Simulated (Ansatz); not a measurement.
Turn this script for Ansatz 0.2.0 through its Python package into the input file that the command-line program reads.

`relax_sn3se.py`
```python
'''Geometry optimisation of Sn3Se from a disturbed start.'''

from dataclasses import dataclass
from pathlib import Path

import ansatz as az
from ase import Atoms
from ase.neighborlist import neighbor_list
import numpy as np


@dataclass(frozen=True)
class Options:
    vdw: str = 'd3bj'
    smearing: str = 'cold'


cfg = Options()

lattice = az.Lattice.of(
    (4.741879, 0.0, 0.0),
    (0.0, 4.741879, 0.0),
    (0.0, 0.0, 4.741879),
)
sites = [
    ('Sn', (0.0, 0.5, 0.5)),
    ('Sn', (0.5, 0.0, 0.5)),
    ('Sn', (0.5, 0.5, 0.0)),
    ('Se', (0.0, 0.0, 0.0)),
]
cell = az.Crystal(lattice=lattice)
for symbol, position in sites:
    cell = cell.atom(symbol, position)

base = (
    cell.calculation()
    .functional(az.Functional.PBE, dispersion=cfg.vdw)
    .kpoints(4)
    .occupations(cfg.smearing)
    .relax(random_displacement=True, displacement_amplitude=0.05, displacement_seed=362)
    .density()
    .potential()
    .electron_localization_function()
    .output_files(volumetric_format='npy')
    .band_table()
)
steps = []


def collect(event):
    if event['event'] == 'relax_step':
        steps.append(event['data'])


res = base.session().plan().execute(on_event=collect)
rep = res.report
print('step   energy (eV)     max comp. (eV/A)  SCF')
for s in steps:
    print(f'{s["step"]:4d} {s["lagrangian_ev"]:15.5f} {s["allowed_force_max_ev_ang"]:12.4f} {s["n_scf"]:5d}')

first, last = steps[0], steps[-1]
symbols = [site.symbol for site in res.lattice.sites]
print(f'energy gained {first["lagrangian_ev"] - last["lagrangian_ev"]:.4f} eV in {len(steps) - 1} steps')

print('atom   start x y z (A)              end x y z (A)')
for symbol, a, b in zip(symbols, first['positions_ang'], last['positions_ang']):
    print(f'{symbol:3s}', ' '.join(f'{v:8.4f}' for v in a), '  ', ' '.join(f'{v:8.4f}' for v in b))

moved = np.linalg.norm(np.array(last['positions_ang']) - np.array(first['positions_ang']), axis=1)
print('displacement by atom (A):', ' '.join(f'{s}:{d:.3f}' for s, d in zip(symbols, moved)))

final = Atoms(symbols, positions=last['positions_ang'], cell=res.lattice.cell_ang, pbc=True)
i, j, d = neighbor_list('ijd', final, 4.5)
print('neighbours within 1.1 times the shortest distance of each atom (A)')
for atom in range(len(final)):
    near = [m for m in np.argsort(d) if i[m] == atom]
    shell = [m for m in near if d[m] < 1.1 * d[near[0]]]
    print(f'{symbols[atom]}{atom} ({len(shell)}):', ', '.join(f'{symbols[j[m]]} {d[m]:.3f}' for m in shell))

print('%-22s %14.5f eV' % ('F = E - TS', rep['free_energy_ev']))
print('%-22s %14.5f eV' % ('E', rep['internal_energy_ev']))
print('%-22s %14.5f eV' % ('Harris-Foulkes', rep['harris_foulkes_ev']))
print('%-22s %14.5f eV' % ('Fermi level', rep['fermi_energy_ev']))

folder = Path(res.write_results('fields'))
print('densities in e/A^3, potentials in eV, ELF without unit')
for name in sorted(p.name for p in folder.glob('*.npy')):
    field = np.load(folder / name)
    print(f'{name:16s} {str(field.shape):16s} min {field.min():10.4f}  mean {field.mean():10.4f}  max {field.max():10.4f}')

print('band  energy (eV)  occupation, at k =', rep['kpoints_frac'][0])
for band, (e, occ) in enumerate(zip(rep['eigenvalues_ev'][0], rep['occupations'][0]), start=1):
    print(f'{band:4d} {e:12.4f} {occ:9.4f}')
```

```console
$ python relax_sn3se.py
DeckWarning: basis.ecutwfc = 420 eV, auto-derived from the records' recommended cutoffs: set by Sn (normal level)
step   energy (eV)     max comp. (eV/A)  SCF
   1    -23543.06807       0.0212     7
   2    -23543.06833       0.0195     5
   3    -23543.06806       0.0266     6
   4    -23543.06873       0.0050     6
   5    -23543.06875       0.0020     4
energy gained 0.0007 eV in 4 steps
atom   start x y z (A)              end x y z (A)
Sn    0.0176   2.3747   2.3243     -0.0017   2.3699   2.3227
Sn    2.3367  -0.0187   2.3396      2.3346  -0.0133   2.3412
Sn    2.3499   2.3477  -0.0389      2.3801   2.3480  -0.0407
Se   -0.0283  -0.0077  -0.0405     -0.0372  -0.0087  -0.0387
displacement by atom (A): Sn:0.020 Sn:0.006 Sn:0.030 Se:0.009
neighbours within 1.1 times the shortest distance of each atom (A)
Sn0 (12): Sn 3.320, Sn 3.337, Sn 3.340, Se 3.341, Sn 3.351, Se 3.352, Se 3.355, Sn 3.355, Se 3.365, Sn 3.366, Sn 3.369, Sn 3.386
Sn1 (12): Sn 3.320, Sn 3.337, Sn 3.339, Se 3.346, Se 3.347, Sn 3.352, Sn 3.354, Se 3.359, Se 3.360, Sn 3.368, Sn 3.369, Sn 3.386
Sn2 (12): Se 3.310, Se 3.331, Sn 3.339, Sn 3.340, Sn 3.351, Sn 3.352, Sn 3.354, Sn 3.355, Sn 3.366, Sn 3.368, Se 3.376, Se 3.396
Se3 (12): Sn 3.310, Sn 3.331, Sn 3.341, Sn 3.346, Sn 3.347, Sn 3.352, Sn 3.355, Sn 3.359, Sn 3.360, Sn 3.365, Sn 3.376, Sn 3.396
F = E - TS               -23543.06875 eV
E                        -23543.06104 eV
Harris-Foulkes           -23543.06875 eV
Fermi level                  10.43226 eV
densities in e/A^3, potentials in eV, ELF without unit
elf.npy          (32, 32, 32)     min     0.0010  mean     0.3059  max     0.7950
rho.npy          (32, 32, 32)     min     0.0441  mean     0.5440  max    44.1477
v_es.npy         (32, 32, 32)     min   -11.5758  mean     8.0365  max    72.0102
v_tot.npy        (32, 32, 32)     min   -27.7777  mean    -2.2824  max    25.1123
band  energy (eV)  occupation, at k = [0.0, 0.0, 0.0]
   1     -37.5484    2.0000
   2     -37.5483    2.0000
   3     -37.5481    2.0000
   4     -37.5480    2.0000
   5     -37.5477    2.0000
   6     -11.3845    2.0000
   7     -11.3842    2.0000
   8     -11.3833    2.0000
   9     -11.3607    2.0000
  10     -11.3588    2.0000
  11     -11.3318    2.0000
  12     -11.2907    2.0000
  13     -11.2887    2.0000
  14     -11.2878    2.0000
  15     -11.2286    2.0000
  16     -11.1856    2.0000
  17     -11.1833    2.0000
  18     -11.1440    2.0000
  19     -11.1439    2.0000
  20     -11.1418    2.0000
  21      -3.0589    2.0000
  22       1.3583    2.0000
  23       5.5404    2.0000
  24       5.5551    2.0000
  25       6.1423    2.0000
  26       6.1444    2.0000
  27       6.1583    2.0000
  28      10.4006    1.2651
  29      10.4014    1.2537
  30      10.4023    1.2406
  31      12.7259    0.0000
  32      12.7285    0.0000
  33      12.7298    0.0000
  34      14.6500    0.0000
  35      15.8795    0.0000
```
(Warnings from the package without file and line.)

`input.yaml`:
```yaml
crystal:
  lattice:
    - [4.741879, 0.0, 0.0]
    - [0.0, 4.741879, 0.0]
    - [0.0, 0.0, 4.741879]
  atoms:
    - { symbol: Sn, position: [0.0, 0.5, 0.5] }
    - { symbol: Sn, position: [0.5, 0.0, 0.5] }
    - { symbol: Sn, position: [0.5, 0.5, 0.0] }
    - { symbol: Se, position: [0.0, 0.0, 0.0] }
kpoints:
  mp_grid:
    grid: [4, 4, 4]
hamiltonian:
  xc: pbe
  dispersion: d3bj
scf:
  occupations:
    method: cold
relax:
  random_displacement:
    amplitude: 0.05
    seed: 362
output:
  write_density: true
  write_potential: true
  volumetric_format: npy
  elf: true
  eigenvalues: true
```

Total energies depend on the potentials; only differences at equal settings carry meaning. A total without «per atom» is that of the cell as typed. The computed bands are complete only to about 3.6 eV above the Fermi level. Dispersion corrections can be off by several per cent in the lattices of metals, and by several GPa in the pressure at a fixed cell. For a metal this k-point mesh is coarse: on a finer one energies can move by several to tens of meV an atom and pressures by half a GPa or more, differences at one mesh by less. An absolute Fermi energy rests on an arbitrary zero of the periodic potential and has no direct meaning. Energies along a relaxation are free energies. A last row that repeats the one before re-solves the same geometry more tightly. The first row is the displaced cell, and groups found at tight tolerances show what the force threshold leaves of the kick. The cell relaxed to the group Pm; tensors and edges are in the axes of the typed cell. Grid values close to the nuclei reflect the PAW or pseudopotential construction, not the all-electron fields. This cell is a computed structure, which may not be the phase found in nature. Levels are Kohn-Sham eigenvalues on this mesh, without spin-orbit coupling. Finished in 56 s on 1 thread of Arm Neoverse V2 (shared host), peak memory 0.5 GiB.

(Lines on the test bed's own set-up are left out of the output.)
